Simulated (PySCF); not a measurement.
# SrS: a composite coupled-cluster curve

One table from this session's results is given with a row withheld; the runs are named, their logs left out.

Computed with PySCF 2.14.0. Level: CCSD(T) on RHF, spin-free X2C with a Gaussian nucleus.

The first run:

```yaml
molecule: SrS
state: singlet, unpaired electrons none
smaller_basis: Sr cc-pwCVDZ-X2C, S aug-cc-pVDZ-DK
larger_basis: Sr cc-pwCVTZ-X2C, S aug-cc-pVTZ-DK
frozen_core_orbitals: 19
extrapolation: correlation as n⁻³ (n = 2, 3), Hartree–Fock as (n+1)·exp(−9√n)
corrections: core–valence correlation
distances_Å: 2.1382, 2.2354, 2.3326, 2.4298, 2.5270, 2.6485, 2.7699
masses_u: 87.9056, 31.9721
dissociation_limit: Sr + S
```

Command:

```sh
OMP_NUM_THREADS=4 python comp.py task.json out
```

One table of the session follows, with a row left open; its other results are not shown here.

Parts of the energy along the bond, in eV from Sr + S:

| R (Å) | HF/CBS | CCSD corr. | (T) | core–valence |
| --- | --- | --- | --- | --- |
| 2.1382 | -0.412 | -1.782 | -0.2490 | -0.0249 |
| 2.2354 | ? | ? | ? | ? |
| 2.3326 | -1.374 | -1.640 | -0.2611 | -0.0157 |
| 2.4298 | -1.507 | -1.597 | -0.2737 | -0.0124 |
| 2.5270 | -1.489 | -1.570 | -0.2907 | -0.0097 |
| 2.6485 | -1.319 | -1.556 | -0.3181 | -0.0071 |
| 2.7699 | -1.046 | -1.562 | -0.3498 | -0.0049 |

Q: Estimate the row for R (Å) = 2.2354 from the others.

Worked estimate for «HF/CBS». A straight line through the neighbours (2.1382, -0.412) and (2.3326, -1.374) gives -0.412 + (-1.374 + 0.412) × (2.2354 − 2.1382) / (2.3326 − 2.1382) = -0.893; a parabola fitted to 3 rows on both sides gives -1.009.

As computed: HF/CBS: -1.032; CCSD corr.: -1.701; (T): -0.2530; core–valence: -0.0198. In «HF/CBS» the line misses by +0.139 and the parabola by +0.023.

Caveats from the session: An extrapolation from double and triple zeta is rough, so this isn't yet the limit.
